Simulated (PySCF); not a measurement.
**Ga+: dipole response in aug-cc-pVTZ-DK**

Aim: the static polarisability and the C₆ coefficient of Ga+, method by method.

Method: unrestricted determinants in a Gaussian basis, no spin-orbit coupling in the energies. Code: PySCF 2.14.0.

## (1) The atom as given

```
Element     : gallium (Z = 31)
Basis       : aug-cc-pVTZ-DK
Hamiltonian : scalar relativity by spin-free X2C-1e
State 1     : Ga+: [Ar] 3d10 4s2, closed-shell 1S
Methods     : UHF, PBE, PBE0, CAM-B3LYP, B3LYP
```

The outer shells:

Ga+ [Ar] 3d10 4s2
```
[Ar] core
3d [↑↓][↑↓][↑↓][↑↓][↑↓]
4s [↑↓]
```

One driver process ran all states and methods and kept the integrals in memory. Each run is shown as a PySCF script that sums up its settings (the driver passes frozen orbitals as a list and adds second-order terms of double hybrids); the logs are those of the runs themselves. The driver starts from symmetry-adapted Hartree-Fock orbitals, holds the occupation by maximum overlap and uses a logarithmic radial grid for functionals, so a plain start would take other cycles.

The integrals over 59 functions and the set-up took 1.7 s of CPU time.

## (2) Ga+

UHF:

The input, input.py:

```python
from pyscf import gto, scf, dft, mp, cc
import basis_set_exchange as bse
mol = gto.M(atom="Ga 0 0 0", charge=1, spin=0, symmetry="D2h",
            basis=gto.basis.parse(bse.get_basis("aug-cc-pVTZ-DK", elements=["Ga"], fmt="nwchem")),
            nucmod="G")
mf = scf.UHF(mol).sfx2c1e()
mf.irrep_nelec = {'Ag': (6, 6), 'B1g': (1, 1), 'B2g': (1, 1), 'B3g': (1, 1), 'B1u': (2, 2), 'B2u': (2, 2), 'B3u': (2, 2)}
mf.kernel()
```

What it wrote:

```text
damping factor = 0
level_shift factor = 0
DIIS = <class 'pyscf.scf.diis.CDIIS'>
diis_start_cycle = 1
diis_space = 10
diis_damp = 0
SCF conv_tol = 1e-09
SCF conv_tol_grad = None
number electrons alpha = 15  beta = 15
cycle= 1 E= -1941.97147196738  delta_E= -5.25e-11  |g|= 1.96e-06  |ddm|= 0.000101
converged SCF energy = -1941.97147196738  <S^2> = -7.1054274e-15  2S+1 = 1
```

CPU time 2.8 s on a shared host, the integrals not counted.

The occupied shells:

| shell | electrons | mean orbital energy (eV) | spread (eV) | rms radius (bohr) |
| --- | --- | --- | --- | --- |
| 1s | 2 | -10449.0 | 0 | 0.0560 |
| 2s | 2 | -1349.3 | 0 | 0.235 |
| 2p | 6 | -1171.3 | 0 | 0.211 |
| 3s | 2 | -187.29 | 0 | 0.698 |
| 3p | 6 | -131.33 | 0 | 0.738 |
| 3d | 10 | -39.965 | 0 | 0.895 |
| 4s | 2 | -19.037 | 0 | 2.48 |

⟨S²⟩ = 0.000, ⟨L²⟩ = 0.00.

The driver then solved the coupled dipole response at imaginary frequencies: mean α = 21.00 bohr³, C₆ = 108.7 au for a like pair.

PBE:

Changes to input.py:

```diff
@@ -5,3 +5,3 @@
             nucmod="G")
-mf = scf.UHF(mol).sfx2c1e()
+mf = dft.UKS(mol, xc="PBE").sfx2c1e()
 mf.irrep_nelec = {'Ag': (6, 6), 'B1g': (1, 1), 'B2g': (1, 1), 'B3g': (1, 1), 'B1u': (2, 2), 'B2u': (2, 2), 'B3u': (2, 2)}
```

What it wrote:

```text
damping factor = 0
level_shift factor = 0
DIIS = <class 'pyscf.scf.diis.CDIIS'>
diis_start_cycle = 1
diis_space = 10
diis_damp = 0
SCF conv_tol = 1e-09
SCF conv_tol_grad = None
number electrons alpha = 15  beta = 15
XC functionals = PBE
    J. P. Perdew, K. Burke, and M. Ernzerhof.,  Phys. Rev. Lett. 77, 3865 (1996)
    J. P. Perdew, K. Burke, and M. Ernzerhof.,  Phys. Rev. Lett. 78, 1396 (1997)
    J. P. Perdew, K. Burke, and M. Ernzerhof.,  Phys. Rev. Lett. 77, 3865 (1996)
    J. P. Perdew, K. Burke, and M. Ernzerhof.,  Phys. Rev. Lett. 78, 1396 (1997)
cycle= 1 E= -1943.32503390679  delta_E= -0.00139  |g|= 0.233  |ddm|= 1.21
cycle= 2 E= -1943.32136717518  delta_E= 0.00367  |g|= 0.256  |ddm|= 1.79
cycle= 3 E= -1943.33721343436  delta_E= -0.0158  |g|= 0.00259  |ddm|= 0.978
cycle= 4 E= -1943.33721503384  delta_E= -1.6e-06  |g|= 4.05e-05  |ddm|= 0.00955
cycle= 5 E= -1943.33721503431  delta_E= -4.72e-10  |g|= 1.83e-06  |ddm|= 0.000203
converged SCF energy = -1943.33721503431  <S^2> = -5.3290705e-15  2S+1 = 1
```

It used 5.5 s of CPU time after the integrals (shared host).

The driver then solved the coupled dipole response at imaginary frequencies: mean α = 17.31 bohr³, C₆ = 84.64 au for a like pair.

PBE0:

Changes to input.py:

```diff
@@ -5,3 +5,3 @@
             nucmod="G")
-mf = dft.UKS(mol, xc="PBE").sfx2c1e()
+mf = dft.UKS(mol, xc="PBE0").sfx2c1e()
 mf.irrep_nelec = {'Ag': (6, 6), 'B1g': (1, 1), 'B2g': (1, 1), 'B3g': (1, 1), 'B1u': (2, 2), 'B2u': (2, 2), 'B3u': (2, 2)}
```

What it wrote:

```text
damping factor = 0
level_shift factor = 0
DIIS = <class 'pyscf.scf.diis.CDIIS'>
diis_start_cycle = 1
diis_space = 10
diis_damp = 0
SCF conv_tol = 1e-09
SCF conv_tol_grad = None
number electrons alpha = 15  beta = 15
XC functionals = PBE0
    C. Adamo and V. Barone.,  J. Chem. Phys. 110, 6158 (1999)
    M. Ernzerhof and G. E. Scuseria.,  J. Chem. Phys. 110, 5029 (1999)
cycle= 1 E= -1943.34725395003  delta_E= -0.00379  |g|= 0.124  |ddm|= 0.826
cycle= 2 E= -1943.34773685678  delta_E= -0.000483  |g|= 0.112  |ddm|= 0.99
cycle= 3 E= -1943.35067589531  delta_E= -0.00294  |g|= 0.00117  |ddm|= 0.447
cycle= 4 E= -1943.35067618402  delta_E= -2.89e-07  |g|= 2.69e-05  |ddm|= 0.00684
cycle= 5 E= -1943.35067618415  delta_E= -1.28e-10  |g|= 2e-06  |ddm|= 0.000166
converged SCF energy = -1943.35067618415  <S^2> = -7.1054274e-15  2S+1 = 1
```

It used 6.7 s of CPU time after the integrals (shared host).

The driver then solved the coupled dipole response at imaginary frequencies: mean α = 18.17 bohr³, C₆ = 89.94 au for a like pair.

CAM-B3LYP:

Changes to input.py:

```diff
@@ -5,3 +5,3 @@
             nucmod="G")
-mf = dft.UKS(mol, xc="PBE0").sfx2c1e()
+mf = dft.UKS(mol, xc="CAMB3LYP").sfx2c1e()
 mf.irrep_nelec = {'Ag': (6, 6), 'B1g': (1, 1), 'B2g': (1, 1), 'B3g': (1, 1), 'B1u': (2, 2), 'B2u': (2, 2), 'B3u': (2, 2)}
```

What it wrote:

```text
damping factor = 0
level_shift factor = 0
DIIS = <class 'pyscf.scf.diis.CDIIS'>
diis_start_cycle = 1
diis_space = 10
diis_damp = 0
SCF conv_tol = 1e-09
SCF conv_tol_grad = None
number electrons alpha = 15  beta = 15
XC functionals = CAMB3LYP
    T. Yanai, D. P. Tew, and N. C. Handy.,  Chem. Phys. Lett. 393, 51 (2004)
cycle= 1 E= -1943.73385824241  delta_E= -0.00501  |g|= 0.136  |ddm|= 1.01
cycle= 2 E= -1943.73508689587  delta_E= -0.00123  |g|= 0.111  |ddm|=  1.1
cycle= 3 E= -1943.73784580687  delta_E= -0.00276  |g|= 0.0013  |ddm|= 0.46
cycle= 4 E= -1943.73784650123  delta_E= -6.94e-07  |g|= 4.75e-05  |ddm|= 0.0107
cycle= 5 E= -1943.73784650172  delta_E= -4.92e-10  |g|= 5.66e-06  |ddm|= 0.000435
converged SCF energy = -1943.73784650172  <S^2> = -3.5527137e-15  2S+1 = 1
```

It used 9.3 s of CPU time after the integrals (shared host).

The driver then solved the coupled dipole response at imaginary frequencies: mean α = 17.55 bohr³, C₆ = 85.56 au for a like pair.

B3LYP:

Changes to input.py:

```diff
@@ -5,3 +5,3 @@
             nucmod="G")
-mf = dft.UKS(mol, xc="CAMB3LYP").sfx2c1e()
+mf = dft.UKS(mol, xc="B3LYP").sfx2c1e()
 mf.irrep_nelec = {'Ag': (6, 6), 'B1g': (1, 1), 'B2g': (1, 1), 'B3g': (1, 1), 'B1u': (2, 2), 'B2u': (2, 2), 'B3u': (2, 2)}
```

What it wrote:

```text
damping factor = 0
level_shift factor = 0
DIIS = <class 'pyscf.scf.diis.CDIIS'>
diis_start_cycle = 1
diis_space = 10
diis_damp = 0
SCF conv_tol = 1e-09
SCF conv_tol_grad = None
number electrons alpha = 15  beta = 15
XC functionals = B3LYP
    P. J. Stephens, F. J. Devlin, C. F. Chabalowski, and M. J. Frisch.,  J. Phys. Chem. 98, 11623 (1994)
cycle= 1 E= -1943.65673578967  delta_E= -0.00382  |g|= 0.156  |ddm|= 1.06
cycle= 2 E= -1943.65698864846  delta_E= -0.000253  |g|= 0.148  |ddm|= 1.21
cycle= 3 E= -1943.66208540561  delta_E= -0.0051  |g|= 0.0014  |ddm|= 0.583
cycle= 4 E= -1943.66208583289  delta_E= -4.27e-07  |g|= 3.86e-05  |ddm|= 0.00617
cycle= 5 E= -1943.66208583321  delta_E= -3.14e-10  |g|= 2.19e-07  |ddm|= 0.000174
converged SCF energy = -1943.66208583321  <S^2> = -7.1054274e-15  2S+1 = 1
```

CPU time 5.7 s on a shared host, the integrals not counted.

The driver then solved the coupled dipole response at imaginary frequencies: mean α = 17.33 bohr³, C₆ = 84.11 au for a like pair.

Radial density 4πr²ρ of Ga+ at UHF:

| r (bohr) | density |
| --- | --- |
| 0.000842 | 0.293 |
| 0.00142 | 0.728 |
| 0.00238 | 1.77 |
| 0.00401 | 4.14 |
| 0.00674 | 9.16 |
| 0.0113 | 18.3 |
| 0.0191 | 30.5 |
| 0.0321 | 38.0 |
| 0.0539 | 33.0 |
| 0.0907 | 32.6 |
| 0.153 | 44.0 |
| 0.257 | 27.3 |
| 0.432 | 24.0 |
| 0.726 | 21.8 |
| 1.22 | 5.67 |
| 2.05 | 1.45 |
| 3.46 | 0.308 |
| 5.81 | 0.00733 |

## (3) The response side by side

Ga+, in atomic units:

| method | mean α | C₆ (like pair) | S(−4) |
| --- | --- | --- | --- |
| UHF | 21.00 | 108.7 | 215.6 |
| PBE | 17.31 | 84.64 | 140.9 |
| PBE0 | 18.17 | 89.94 | 156.9 |
| CAM-B3LYP | 17.55 | 85.56 | 146.9 |
| B3LYP | 17.33 | 84.11 | 142.4 |

α(iu) at B3LYP:

| u (hartree) | α(iu) (bohr³) |
| --- | --- |
| 0 | 17.33 |
| 0.0500 | 16.98 |
| 0.100 | 16.02 |
| 0.200 | 13.13 |
| 0.300 | 10.20 |
| 0.500 | 6.206 |
| 0.750 | 3.742 |
| 1.00 | 2.524 |
| 1.50 | 1.405 |
| 2.00 | 0.9059 |
| 3.00 | 0.4683 |
| 5.00 | 0.1902 |

## (4) Outcome

| quantity | value |
| --- | --- |
| α of Ga+ | 17.31 (PBE) to 21.00 (UHF) bohr³ |

A single London oscillator with the computed α and C₆ of Ga+ at UHF would have ω = 4 C₆ / (3 α²) = 0.329 hartree. The basis is finite, and no extrapolation was made.
